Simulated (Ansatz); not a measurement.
# BiB (rocksalt type): the cost of one run

Method: DFT, PBE, all-electron LAPW, scalar-relativistic, in Ansatz 0.2.0.

### Step 1. The structure to begin with

It takes space group Fm-3m (No. 225, cubic). The conventional cell has a = 4.150 Å, b = 4.150 Å, c = 4.150 Å, α = 90.00°, β = 90.00°, γ = 90.00°. Around B (site symmetry m-3m) lie 6 Bi at 2.08 Å. Bi (site symmetry m-3m) is surrounded by 6 B at 2.08 Å.

As a file:

```
B Bi
1.0
     0.00000    2.07522    2.07522
     2.07522    0.00000    2.07522
     2.07522    2.07522    0.00000
B Bi
1 1
Cartesian
  0.0000 0.0000 0.0000
  2.0752 2.0752 2.0752
```

Atoms are numbered in the order of the input: B1, Bi2.

### Step 2. Rocksalt relaxed under pressure, LAPW

File input.yaml:

```yaml
crystal:
  lattice:
    - [0.0, 2.0752173923, 2.0752173923]
    - [2.0752173923, 0.0, 2.0752173923]
    - [2.0752173923, 2.0752173923, 0.0]
  atoms:
    - { symbol: B, position: [0.0, 0.0, 0.0] }
    - { symbol: Bi, position: [0.5, 0.5, 0.5] }
kpoints:
  mp_grid: { grid: [17, 17, 17] }
scf:
  occupations: { method: fermi_dirac, width: 0.1 }
hamiltonian:
  xc: pbe
  pseudopotentials: { kind: all_electron, lapw: { basis_error: 0.0005 } }
output:
  forces: true
  stress: true
  eigenvalues: true
relax:
  f_tol: 0.005
  max_steps: 12
  cell: { p_target: 290.0, stress_tol: 0.145 }
```

Launch:

```bash
$ ansatz run input.yaml --threads 1 --pin off --max-ram 3584MiB --backend cpu --events-out ev --progress --plain --runs-dir out
```

**Question.** How long does this run take on 1 thread of Intel Xeon 6975P-C (Granite Rapids), shared host, and how much memory does it need?

About 51 s, with a peak of 0.73 GiB.
